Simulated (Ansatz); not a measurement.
# AlClH₂S₂: a ladder of functionals and wavefunction methods

How much do the methods differ for AlClH₂S₂? The plan is to run it at one geometry with functionals of several rungs and with coupled cluster. The yardstick is the atomisation energy at the CCSD(T) limit.

The runs use Ansatz 0.2.0, Gaussian basis; functionals in def2-TZVPP, the program's frozen cores in correlated methods.

Levels to be run: LDA (SPW92), PBE-D4, revPBE-D4, BLYP-D4, r2SCAN-D4, B97M-V, PBE0-D4, B3LYP-D4, r2SCANh-D4, r2SCAN0-D4, HSE06-D4, BHLYP-D4, CAM-B3LYP-D4, LC-ωPBE, ωB97X-V, ωB97M-V, B2PLYP, PBE-QIDH; CCSD(T)/def2-SVP; CCSD(T)/def2-TZVPP; MP2/def2-QZVPP; extrapolation to the limit; RPA on PBE.

## Step 1: The geometry

An earlier PBE0-D4 in a triple-zeta def2 set relaxation fixed the geometry.

SMILES `[SH][Al]([SH])[Cl]`, 6 atoms, charge 0, spin multiplicity 1.

Atoms are counted from 1 here; the program's logs count them from 0.

Bond lengths: S1–Al2 2.166 Å, S1–H5 1.345 Å, Al2–S3 2.166 Å, Al2–Cl4 2.091 Å, S3–H6 1.345 Å. Angles: Al2–S1–H5 92.0°, S1–Al2–S3 119.4°, S1–Al2–Cl4 120.3°, S3–Al2–Cl4 120.3°, Al2–S3–H6 92.0°.

## Step 2: LDA

This LDA is Slater exchange with PW92 correlation.

in.yaml reads:

```yaml
crystal:
  periodic: [false, false, false]
  atoms:
    - {symbol: S, position_ang: [-0.405102, 1.744316, -1.208172]}
    - {symbol: Al, position_ang: [0.006600, -0.011650, -0.008007]}
    - {symbol: S, position_ang: [1.212484, 0.182193, 1.781289]}
    - {symbol: Cl, position_ang: [-0.753113, -1.876784, -0.571539]}
    - {symbol: H, position_ang: [-1.135137, 1.031246, -2.084331]}
    - {symbol: H, position_ang: [1.116368, -1.133321, 2.044461]}
basis:
  gaussian: {orbitals: def2-TZVPP}
hamiltonian: {xc: lda}
output: {orbitals: {seedname: orbitals}}
```

The runs that follow: PBE-D4 (GGA); revPBE-D4 (GGA); BLYP-D4 (GGA); r2SCAN-D4 (meta-GGA); B97M-V (meta-GGA); PBE0-D4 (hybrid); B3LYP-D4 (hybrid); r2SCANh-D4 (hybrid); r2SCAN0-D4 (hybrid); HSE06-D4 (hybrid); BHLYP-D4 (hybrid); CAM-B3LYP-D4 (range-separated); LC-ωPBE-D4 (range-separated); ωB97X-V (range-separated); ωB97M-V (range-separated); B2PLYP (double hybrid); PBE-QIDH (double hybrid); CCSD(T) in def2-SVP; CCSD(T) in def2-TZVPP; MP2 in def2-QZVPP; RPA on PBE orbitals.

Before running them: what should the planned runs give, taken together? Wanted: atomisation energy, CCSD(T)/CBS; farthest beyond LDA; mean size of error, GGA; mean size of error, meta-GGA; mean size of error, hybrid; mean size of error, range-separated; mean size of error, double hybrid; gap, smallest and largest; T1 diagnostic.

As calculated:

| quantity | value |
| --- | --- |
| atomisation energy, CCSD(T)/CBS | 19.216 eV |
| functionals within 0.096 eV (0.5 %) | PBE-D4, r2SCANh-D4, ωB97X-V |
| farthest beyond LDA | BHLYP-D4 (-0.769 eV) |
| mean size of error, GGA | 0.334 eV |
| mean size of error, meta-GGA | 0.273 eV |
| mean size of error, hybrid | 0.279 eV |
| mean size of error, range-separated | 0.263 eV |
| mean size of error, double hybrid | 0.365 eV |
| gap, smallest and largest | 4.88 eV (LDA (SPW92)), 11.87 eV (LC-ωPBE) |
| T1 diagnostic | 0.0102 |
| triples share of the correlation energy | 4.4 % |

LDA overbinds by 2.421 eV (13 %). PBE-D4 is off by +0.045 eV. Double hybrids carry the basis error of their MP2 part in triple zeta, and no dispersion term here, so their miss is partly the set-up's. Taken by rung, range-separated functionals do best (0.263 eV on average) and double hybrid ones worst beyond LDA (0.365 eV). The gap between the best rungs is small, so their order is not settled. The reference freezes the cores and leaves out relativity and excitations past (T), so misses under about 0.096 eV can't be ranked. Hartree-Fock recovers 73 % of the binding; the rest is correlation. CCSD(T) in def2-SVP is off by -1.733 eV, which most functionals beat. Orbital gaps span 4.9 to 11.9 eV; exact exchange widens them.
